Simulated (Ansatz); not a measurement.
**ZnCl2: one species, many methods**

An exercise on one series of results from a longer session: the logs are not shown, and one member is left open.

The runs use Ansatz 0.2.0, Gaussian basis; functionals in def2-TZVPP, the program's frozen cores in correlated methods.

Plan: LDA (SPW92), PBE-D4, revPBE-D4, BLYP-D4, r2SCAN-D4, B97M-V, PBE0-D4, B3LYP-D4, r2SCANh-D4, r2SCAN0-D4, HSE06-D4, BHLYP-D4, CAM-B3LYP-D4, LC-ωPBE, ωB97X-V, ωB97M-V, B2PLYP, PBE-QIDH; CCSD(T)/def2-SVP; CCSD(T)/def2-TZVPP; CCSD(T)/def2-QZVPP; extrapolation to the limit; RPA on PBE.

## The relaxed structure

The geometry comes from an earlier relaxation with PBE0-D4 in a triple-zeta def2 set; it is a stationary point.

SMILES `[Cl][Zn][Cl]`, 3 atoms, charge 0, spin multiplicity 1.

Atoms are counted from 1 here; the program's logs count them from 0.

Bond lengths: Cl1–Zn2 2.083 Å, Zn2–Cl3 2.083 Å. Angles: Cl1–Zn2–Cl3 180.0°.

The first run:

in.yaml reads:

```yaml
crystal:
  periodic: [false, false, false]
  atoms:
    - {symbol: Cl, position_ang: [-1.711760, 0.814165, -0.855790]}
    - {symbol: Zn, position_ang: [-0.003517, -0.021153, -0.004295]}
    - {symbol: Cl, position_ang: [1.704277, -0.857812, 0.846785]}
basis:
  gaussian: {orbitals: def2-TZVPP}
hamiltonian: {xc: lda}
output: {orbitals: {seedname: orbitals}}
```

On the command line:

```bash
ansatz run in.yaml --threads 4 --pin off --events-out ev --progress --plain --max-ram 10444MiB
```

Steps of the session up to this table: LDA; PBE-D4 (GGA); revPBE-D4 (GGA); BLYP-D4 (GGA); r2SCAN-D4 (meta-GGA); B97M-V (meta-GGA); B3LYP-D4 (hybrid); r2SCANh-D4 (hybrid); r2SCAN0-D4 (hybrid); HSE06-D4 (hybrid); BHLYP-D4 (hybrid); CAM-B3LYP-D4 (range-separated); LC-ωPBE (range-separated); ωB97X-V (range-separated); ωB97M-V (range-separated); B2PLYP (double hybrid); PBE-QIDH (double hybrid).

One table of the session follows, with a row left open; its other results are not shown here.

It belongs to the step «Frontier levels by functional». 

```
  functional  HOMO (eV)  LUMO (eV)  gap (eV)
 LDA (SPW92)      -7.93      -2.86      5.07
      PBE-D4      -7.75      -2.57      5.18
   revPBE-D4      -7.68      -2.45      5.24
     BLYP-D4      -7.58      -2.55      5.03
   r2SCAN-D4      -8.10      -2.27      5.83
      B97M-V      -8.15      -2.43      5.72
     PBE0-D4      -9.15      -1.64      7.51
    B3LYP-D4      -8.86      -1.98      6.88
  r2SCANh-D4      -8.61      -1.93      6.68
  r2SCAN0-D4      -9.38      -1.46      7.93
    HSE06-D4      -8.74      -2.01      6.74
    BHLYP-D4     -10.39      -0.83      9.55
CAM-B3LYP-D4     -10.52      -0.73      9.79
     LC-ωPBE          ?          ?         ?
     ωB97X-V     -11.57       0.40     11.97
     ωB97M-V     -11.41       0.17     11.58
```

Q: Estimate the row for LC-ωPBE from the others.

The run gave: HOMO (eV): -11.96; LUMO (eV): 0.59; gap (eV): 12.55. In the column «HOMO (eV)» it is the lowest.
